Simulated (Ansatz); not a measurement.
# C₂H₇BSSi: basis-set convergence

Aim: see how fast density functionals converge with the basis set for C₂H₇BSSi.

The runs use Ansatz 0.2.0, Gaussian basis; one geometry, several basis sets.

Levels to be run: PBE0-D4/def2-SVP; ωB97M-V/def2-SVP; PBE0-D4/def2-QZVPP; ωB97M-V/def2-QZVPP; the functionals' def2-TZVPP values are taken from earlier runs.

### 1 The geometry

The geometry comes from an earlier relaxation with PBE0-D4 in a triple-zeta def2 set; it is a stationary point, not always the lowest conformer.

SMILES `[SiH3]CBC=S`, 12 atoms, charge 0, spin multiplicity 1.

Atoms are counted from 1 here; the program's logs count them from 0.

Bond lengths: Si1–C2 1.889 Å, Si1–H6 1.490 Å, Si1–H7 1.484 Å, Si1–H8 1.485 Å, C2–B3 1.550 Å, C2–H9 1.094 Å, C2–H10 1.095 Å, B3–C4 1.539 Å, B3–H11 1.199 Å, C4–S5 1.620 Å, C4–H12 1.090 Å. Angles: C2–Si1–H6 108.6°, C2–Si1–H7 110.9°, C2–Si1–H8 110.8°, H6–Si1–H7 108.4°, H6–Si1–H8 108.6°, H7–Si1–H8 109.5°, Si1–C2–B3 110.5°, Si1–C2–H9 106.5°, Si1–C2–H10 104.8°, B3–C2–H9 114.5°, B3–C2–H10 110.7°, H9–C2–H10 109.4°, C2–B3–C4 122.4°, C2–B3–H11 120.4°, C4–B3–H11 117.1°, B3–C4–S5 105.4°, B3–C4–H12 132.0°, S5–C4–H12 122.6°.

### 2 PBE0-D4 in def2-SVP

in.yaml

```yaml
crystal:
  periodic: [false, false, false]
  atoms:
    - {symbol: Si, position_ang: [-1.069621, 0.809329, 1.031967]}
    - {symbol: C, position_ang: [0.623720, 0.016923, 0.762678]}
    - {symbol: B, position_ang: [0.573231, -0.985309, -0.419048]}
    - {symbol: C, position_ang: [0.869616, -0.565731, -1.869683]}
    - {symbol: S, position_ang: [-0.560677, -0.131365, -2.493559]}
    - {symbol: H, position_ang: [-1.049315, 1.546482, 2.326177]}
    - {symbol: H, position_ang: [-1.379396, 1.774777, -0.051351]}
    - {symbol: H, position_ang: [-2.132592, -0.225618, 1.092418]}
    - {symbol: H, position_ang: [1.333680, 0.838862, 0.629467]}
    - {symbol: H, position_ang: [0.841535, -0.502359, 1.701434]}
    - {symbol: H, position_ang: [0.228042, -2.119378, -0.238438]}
    - {symbol: H, position_ang: [1.798678, -0.511711, -2.438062]}
basis:
  gaussian: {orbitals: def2-SVP}
hamiltonian: {xc: pbe0, dispersion: d4}
output: {orbitals: {seedname: orbitals}}
```

Run with:

```bash
ansatz run in.yaml --threads 4 --pin off --events-out ev --progress --plain --max-ram 10444MiB
```

Further steps of the session: ωB97M-V in def2-SVP; PBE0-D4 in def2-QZVPP; ωB97M-V in def2-QZVPP.

Q: Predict the results of all the runs planned. Wanted: PBE0-D4: double and triple zeta above quadruple; ωB97M-V: double and triple zeta above quadruple.

The runs gave:

| quantity | value |
| --- | --- |
| PBE0-D4: double and triple zeta above quadruple | 10.34, 0.76 eV |
| ωB97M-V: double and triple zeta above quadruple | 10.49, 0.71 eV |

In words: For PBE0-D4 the step from double to triple zeta gains 9.58 eV and the next only 0.76 eV. Total energies overstate the basis error of differences, where much of it tends to cancel.
